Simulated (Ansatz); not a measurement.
# MgS (rocksalt type): a single-point run

The task is a single-point run on MgS (rocksalt type). The structure is shown as the input types it.

Program: Ansatz 0.2.0. Level of theory: DFT, r2SCAN, PAW with Ansatz's default frozen-core files, scalar-relativistic (as first typed). These are calculated values, not measurements.

1 further run of the same task is left out (set aside as unsound or not needed).

## Step 1: Starting point

The structure is cubic, space group Fm-3m (No. 225). The conventional cell has a = 5.229 Å, b = 5.229 Å, c = 5.229 Å, α = 90.00°, β = 90.00°, γ = 90.00°. Mg (site symmetry m-3m) is surrounded by 6 S at 2.61 Å. Around S (site symmetry m-3m) lie 6 Mg at 2.61 Å.

Coordinates:

```xyz
2
Lattice="0.0000 2.6144 2.6144 2.6144 0.0000 2.6144 2.6144 2.6144 0.0000" Properties=species:S:1:pos:R:3 pbc="T T T"
Mg    0.0000    0.0000    0.0000
S     2.6144    2.6144    2.6144
```

## Step 2: The run

The input, input.yaml:

```yaml
crystal:
  lattice:
    - [0.0, 2.6144408669, 2.6144408669]
    - [2.6144408669, 0.0, 2.6144408669]
    - [2.6144408669, 2.6144408669, 0.0]
  atoms:
    - { symbol: Mg, position: [0.0, 0.0, 0.0] }
    - { symbol: S, position: [0.5, 0.5, 0.5] }
kpoints:
  mp_grid: { grid: [1, 1, 1] }
  band_path:
    path:
      - [0.0, 0.0, 0.0]
      - [0.5, 0.0, 0.5]
      - [0.625, 0.25, 0.625]
      - [0.375, 0.375, 0.75]
      - [0.0, 0.0, 0.0]
      - [0.5, 0.5, 0.5]
      - [0.5, 0.25, 0.75]
      - [0.5, 0.0, 0.5]
    npoints: 5
scf:
  occupations: { method: fermi_dirac, width: 0.03 }
  max_iter: 100
hamiltonian:
  xc: r2scan
  pseudopotentials: { kind: paw }
output:
  forces: true
  stress: true
  eigenvalues: true
  efg: { contact_densities: true }
```

Started as:

```console
ansatz run input.yaml --threads 1 --pin off --max-ram 2048MiB --backend cpu --events-out ev --progress --plain --runs-dir out
```

What happens when this is run?

The run converged and reported no error. It gives a pressure of 51 GPa, which is large; a structure far from rest gives such values too, whatever the setting.

Look at the input: kpoints.mp_grid.grid is [1, 1, 1]. Band dispersion is ignored when only one k-point is used.

To check: set kpoints.mp_grid.grid to [14, 14, 14].
